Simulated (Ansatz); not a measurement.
# C4H4Co: the cost of one run

Method: the levels named in each step, in Ansatz 0.2.0.

## 1. Starting point

Bond lengths: C1–C2 1.231 Å, C3–C4 1.231 Å, C1–Co5 2.009 Å, C2–Co5 2.009 Å, C3–Co5 2.009 Å, C4–Co5 2.009 Å, C1–H6 1.069 Å, C2–H7 1.069 Å, C3–H8 1.069 Å, C4–H9 1.069 Å. Angles (14 of 18 angles, heavy atoms first): C1–C2–Co5 72.2°, C2–C1–Co5 72.2°, C3–C4–Co5 72.2°, C4–C3–Co5 72.2°, C1–Co5–C2 35.7°, C1–Co5–C3 152.3°, C1–Co5–C4 157.9°, C2–Co5–C3 158.0°, C2–Co5–C4 152.3°, C3–Co5–C4 35.7°, C1–C2–H7 162.2°, Co5–C2–H7 125.6°, C2–C1–H6 162.2°, Co5–C1–H6 125.6°.

Structure file:

```xyz
9

C    -0.0691    1.9607   -0.4335
C     1.1117    1.6138   -0.4435
C    -0.6080   -1.6183    1.0239
C    -0.4346   -1.9561   -0.1468
Co    0.0002   -0.0001    0.0000
H    -0.9562    2.5541   -0.4918
H     2.1765    1.6298   -0.5348
H    -0.8484   -1.6417    2.0651
H    -0.3719   -2.5422   -1.0385
```

## 2. A rough first relaxation, PBE-D4/def2-SVP

This run stands in another session on the same molecule. It ended at:

```xyz
9

C    -0.0882    1.9322   -0.5015
C     1.1221    1.6120   -0.3683
C    -0.5349   -1.6172    1.0447
C    -0.4989   -1.9271   -0.1751
Co    0.0004   -0.0001   -0.0002
H    -1.0007    2.5092   -0.6880
H     2.2162    1.6583   -0.3342
H    -0.6558   -1.6718    2.1322
H    -0.5600   -2.4955   -1.1097
```

## 3. Relaxation, HF/STO-3G

The input, input.yaml:

```yaml
crystal:
  periodic: [false, false, false]
  atoms:
    - { symbol: C, position_ang: [-0.08822966, 1.93215532, -0.5014656] }
    - { symbol: C, position_ang: [1.12208893, 1.61199584, -0.3682749] }
    - { symbol: C, position_ang: [-0.53486721, -1.61716765, 1.04466829] }
    - { symbol: C, position_ang: [-0.49888421, -1.92705775, -0.17508014] }
    - { symbol: Co, position_ang: [0.00035175, -0.00014371, -0.00015681] }
    - { symbol: H, position_ang: [-1.00065517, 2.50917598, -0.6880369] }
    - { symbol: H, position_ang: [2.21615865, 1.65825449, -0.3341825] }
    - { symbol: H, position_ang: [-0.65575924, -1.67180767, 2.13218136] }
    - { symbol: H, position_ang: [-0.55999385, -2.49548484, -1.1096628] }
magnetization:
  spin_polarized: true
  initial_magnetization: 2
total_charge: 1
basis:
  gaussian: { orbitals: STO-3G }
hamiltonian:
  xc: hf
relax:
  f_tol: 0.002
  max_steps: 150
```

Launch:

```
> ansatz run input.yaml --threads 4 --pin off --max-ram 10240MiB --backend cpu --events-out ev --progress --plain --runs-dir out
```

Q: Estimate wall time and peak memory on 4 threads of Intel Xeon at 2.70GHz, shared host.

About 19 s, with a peak of 0.16 GiB.
